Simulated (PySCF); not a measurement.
# O7Re2 (Re2(O)3(O)4): the cost of one run

Program: PySCF 2.14.0. Level of theory: several levels, as the steps say, no spin–orbit coupling. These are calculated values, not measurements.

3 further runs of the same task are left out: 2 for a known fault of the program, 1 that didn't finish.

**1. The starting structure**

9 atoms, charge 0, spin multiplicity 1.

Bond lengths: Re1–O3 1.878 Å, Re1–O4 1.691 Å, Re1–O6 1.691 Å, Re1–O7 1.691 Å, Re2–O3 1.878 Å, Re2–O5 1.691 Å, Re2–O8 1.691 Å, Re2–O9 1.691 Å. Angles: O3–Re1–O4 110.4°, O3–Re1–O6 110.4°, O3–Re1–O7 110.5°, O4–Re1–O6 108.4°, O4–Re1–O7 108.5°, O6–Re1–O7 108.5°, O3–Re2–O5 110.4°, O3–Re2–O8 110.5°, O3–Re2–O9 110.4°, O5–Re2–O8 108.5°, O5–Re2–O9 108.4°, O8–Re2–O9 108.5°, Re1–O3–Re2 179.8°.

Geometry (Å):

```xyz
9
charge 0, multiplicity 1
Re   -0.0358    0.4698    1.8181
Re   -0.0358   -0.4698   -1.8181
O    -0.0394    0.0000    0.0000
O    -1.2803    1.5666    2.1465
O    -1.2803   -1.5666   -2.1465
O     1.4357    1.1889    2.2384
O    -0.2584   -0.9006    2.7833
O    -0.2584    0.9006   -2.7833
O     1.4357   -1.1889   -2.2384
```

Formal oxidation states: Re +7. An earlier session relaxed this geometry at PBE0, Re def2-SVP with ECP60, O def2-SVP (singlet, point group D3).

At PBE0 on the finer grid: E = -682.400522 Eh, HOMO -10.38 eV, LUMO -3.93 eV, Mulliken charge on Re1 +1.37 e, largest force component 0.008 eV/Å. 

Levels to run: CAM-B3LYP; B3LYP; revPBE; wB97X; PBE0, TZVP. Hardware: 4 threads of AMD EPYC 7R43 (Zen 3), shared host.

**2. CAM-B3LYP**

run.py (the lines that set the calculation) reads:

```python
mol = gto.M(atom='''
Re    -0.03576     0.46985     1.81809
Re    -0.03576    -0.46985    -1.81809
O     -0.03941     0.00000     0.00000
O     -1.28026     1.56658     2.14646
O     -1.28026    -1.56658    -2.14646
O      1.43571     1.18890     2.23835
O     -0.25842    -0.90065     2.78328
O     -0.25842     0.90065    -2.78328
O      1.43571    -1.18890    -2.23835''',
    basis={'Re': 'def2-SVP', 'O': 'def2-SVP'},
    ecp={'Re': 'def2-SVP'},
    charge=0, spin=0)
mf = dft.RKS(mol, xc='CAMB3LYP')
mf.grids.atom_grid = (75, 302)
mf = mf.density_fit()  # fitting sets: Re def2-universal-JKFIT, O def2-universal-JKFIT
mf.conv_tol = 1e-08; mf.max_cycle = 55
mf.kernel(dm0)  # dm0: the density of the relaxed state
```

Launch:

```bash
$ OMP_NUM_THREADS=4 python run.py
```

**Question.** How long does this run take on 4 threads of AMD EPYC 7R43 (Zen 3), shared host?

About 16 s.
